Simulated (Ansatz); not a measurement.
# CH3ClF2Si: a ladder of functionals and wavefunction methods

An exercise on one series of results from a longer session: the logs are not shown, and one member is left open.

The runs use Ansatz 0.2.0, Gaussian basis; functionals in def2-TZVPP, the program's frozen cores in correlated methods.

The runs, in order: LDA (SPW92), PBE-D4, revPBE-D4, BLYP-D4, r2SCAN-D4, B97M-V, PBE0-D4, B3LYP-D4, r2SCANh-D4, r2SCAN0-D4, HSE06-D4, BHLYP-D4, CAM-B3LYP-D4, LC-ωPBE, ωB97X-V, ωB97M-V, B2PLYP, PBE-QIDH; CCSD(T)/def2-SVP; CCSD(T)/def2-TZVPP; MP2/def2-QZVPP; extrapolation to the limit; RPA on PBE.

## The geometry

The geometry comes from an earlier relaxation with PBE0-D4 in a triple-zeta def2 set; it is a stationary point, not always the lowest conformer.

SMILES `C[Si](F)(F)Cl`, 8 atoms, charge 0, spin multiplicity 1.

Atoms are counted from 1 here; the program's logs count them from 0.

Bond lengths: C1–Si2 1.832 Å, C1–H6 1.092 Å, C1–H7 1.092 Å, C1–H8 1.092 Å, Si2–F3 1.582 Å, Si2–F4 1.582 Å, Si2–Cl5 2.029 Å. Angles: Si2–C1–H6 110.1°, Si2–C1–H7 110.4°, Si2–C1–H8 110.4°, H6–C1–H7 108.7°, H6–C1–H8 108.7°, H7–C1–H8 108.5°, C1–Si2–F3 111.0°, C1–Si2–F4 111.0°, C1–Si2–Cl5 112.6°, F3–Si2–F4 106.6°, F3–Si2–Cl5 107.7°, F4–Si2–Cl5 107.7°.

Set-up of the first run:

Contents of in.yaml:

```yaml
crystal:
  periodic: [false, false, false]
  atoms:
    - {symbol: C, position_ang: [-0.808527, -0.299042, 0.512232]}
    - {symbol: Si, position_ang: [0.690598, 0.151390, -0.439162]}
    - {symbol: F, position_ang: [1.986962, -0.472288, 0.219057]}
    - {symbol: F, position_ang: [0.616165, -0.415564, -1.914223]}
    - {symbol: Cl, position_ang: [0.963118, 2.158495, -0.560944]}
    - {symbol: H, position_ang: [-0.917118, -1.385377, 0.549758]}
    - {symbol: H, position_ang: [-0.740189, 0.080447, 1.533393]}
    - {symbol: H, position_ang: [-1.698810, 0.124839, 0.044089]}
basis:
  gaussian: {orbitals: def2-TZVPP}
hamiltonian: {xc: lda}
output: {orbitals: {seedname: orbitals}}
```

Launch:

```bash
$ ansatz run in.yaml --threads 4 --pin off --events-out ev --progress --plain --max-ram 10444MiB
```

Among the steps run: LDA; PBE-D4 (GGA); revPBE-D4 (GGA); BLYP-D4 (GGA); r2SCAN-D4 (meta-GGA); B97M-V (meta-GGA); B3LYP-D4 (hybrid); r2SCANh-D4 (hybrid); r2SCAN0-D4 (hybrid); HSE06-D4 (hybrid); BHLYP-D4 (hybrid); CAM-B3LYP-D4 (range-separated); LC-ωPBE (range-separated); ωB97X-V (range-separated); ωB97M-V (range-separated); B2PLYP (double hybrid); PBE-QIDH (double hybrid).

One of the session's tables, all rows but one given; the rest of the session is left out.

It belongs to the step «Frontier levels by functional». 

| functional | HOMO (eV) | LUMO (eV) | gap (eV) |
| --- | --- | --- | --- |
| LDA (SPW92) | -8.34 | -0.20 | 8.14 |
| PBE-D4 | ? | ? | ? |
| revPBE-D4 | -8.13 | 0.11 | 8.24 |
| BLYP-D4 | -8.04 | 0.01 | 8.05 |
| r2SCAN-D4 | -8.57 | 0.69 | 9.26 |
| B97M-V | -8.66 | 0.29 | 8.95 |
| PBE0-D4 | -9.64 | 0.90 | 10.54 |
| B3LYP-D4 | -9.37 | 0.54 | 9.91 |
| r2SCANh-D4 | -9.09 | 0.98 | 10.07 |
| r2SCAN0-D4 | -9.88 | 1.38 | 11.26 |
| HSE06-D4 | -9.23 | 0.52 | 9.76 |
| BHLYP-D4 | -10.95 | 1.54 | 12.49 |
| CAM-B3LYP-D4 | -11.04 | 1.69 | 12.73 |
| LC-ωPBE | -12.47 | 3.05 | 15.52 |
| ωB97X-V | -12.08 | 2.83 | 14.91 |
| ωB97M-V | -11.91 | 2.40 | 14.31 |

Q: Estimate the row for PBE-D4 from the others.

**Answer.** HOMO (eV): -8.19; LUMO (eV): 0.01; gap (eV): 8.20. In the column «HOMO (eV)» it lies between LDA (SPW92) (-8.34) and revPBE-D4 (-8.13).
